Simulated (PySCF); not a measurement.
# ZrBrCl3: geometry, NMR shifts and electronic excitations

What NMR shifts and electronic excitations should ZrBrCl3 (`[Cl][Zr]([Cl])([Cl])[Br]`) show?

The runs use PySCF 2.14.0, with density-fitted response routines of our own; the level of theory stands in each step. All values are computed, except where a source is named. Atoms are numbered from 0 throughout.

## Step 1: The molecule as given

5 atoms, charge 0, multiplicity 1; geometry from: GFN2-xTB.

Bonds of the start (Å): Zr0–Br1 2.48, Zr0–Cl2 2.25, Zr0–Cl3 2.25, Zr0–Cl4 2.25.

## Step 2: Optimising the geometry at PBE0-D3(BJ)/def2-SVP

The job: settings as JSON, then the geometry in Å.

```
{"job": {"xc": "PBE0", "basis": "def2-SVP", "d3": "d3bj", "grid": 1, "maxiter": 40, "kind": "geom"}, "charge": 0, "multiplicity": 1}
Zr    -0.000290     0.000350    -0.066610
Br     0.007480    -0.014380     2.410180
Cl     2.132670     0.010260    -0.787560
Cl    -1.074780     1.850860    -0.766810
Cl    -1.065080    -1.847100    -0.789200
```

**Question.** This job is followed by: GIAO PBE0/pcSseg-1 Zr:def2-TZVP NMR shielding, non-relativistic, gas phase; TDDFT CAM-B3LYP/def2-SVPD, vertical, gas phase, core orbitals frozen in the response; GIAO B3LYP/pcSseg-1 Zr:def2-TZVP NMR shielding, non-relativistic, gas phase. What will the session give for the following? rotational constants (main isotopes); 79Br shifts against HBr (PBE0/def2-TZVP+pcSseg-1); 35Cl shifts against HCl (PBE0/def2-TZVP+pcSseg-1, means over atoms taken as alike); lowest singlet (CAM-B3LYP/def2-SVPD); brightest single state of those computed; lowest triplet; vertical ionisation energy (ΔSCF); vertical electron affinity (ΔSCF); range of the shift of Br1.

**Answer**, as computed:

| quantity | value |
| --- | --- |
| rotational constants (main isotopes) | 1.02, 0.67, 0.67 GHz |
| 79Br shifts against HBr (PBE0/def2-TZVP+pcSseg-1) | 1134 ppm |
| 35Cl shifts against HCl (PBE0/def2-TZVP+pcSseg-1, means over atoms taken as alike) | 620 ppm |
| lowest singlet (CAM-B3LYP/def2-SVPD) | 5.27 eV (235 nm), f = 0.000 |
| brightest single state of those computed | state 4, 5.73 eV, f = 0.076 |
| lowest triplet | 5.00 eV |
| vertical ionisation energy (ΔSCF) | 11.46 eV |
| vertical electron affinity (ΔSCF) | 1.39 eV |
| range of the shift of Br1 | 1134 to 1164 ppm |

**Reading.** Relaxing lowered the energy by 0.144 eV in 10 steps; the close pair that moved most is Zr0–Cl3, from 2.251 to 2.321 Å. At PBE0/def2-TZVP+pcSseg-1: The largest span, 1983 ppm, is at Br1, where the paramagnetic term is -1674 ppm. The lowest singlet, at 5.27 eV, is HOMO→LUMO 0.46, HOMO−1→LUMO+1 0.41 and is dark; of the 10 states computed, the strongest absorption comes from state 4 at 5.73 eV. The lowest triplet lies 0.26 eV below the lowest singlet (triplets in Tamm-Dancoff, singlets in full TDDFT). ΔSCF puts the ionisation energy at 11.46 eV, 0.88 eV above −ε(HOMO). Across the 2 runs the shift of Br1 moves most, between 1134 (PBE0/def2-TZVP+pcSseg-1) and 1164 ppm (B3LYP/def2-TZVP+pcSseg-1). Spin-orbit coupling is left out, which matters for shieldings and couplings at and beside the heavy atoms.
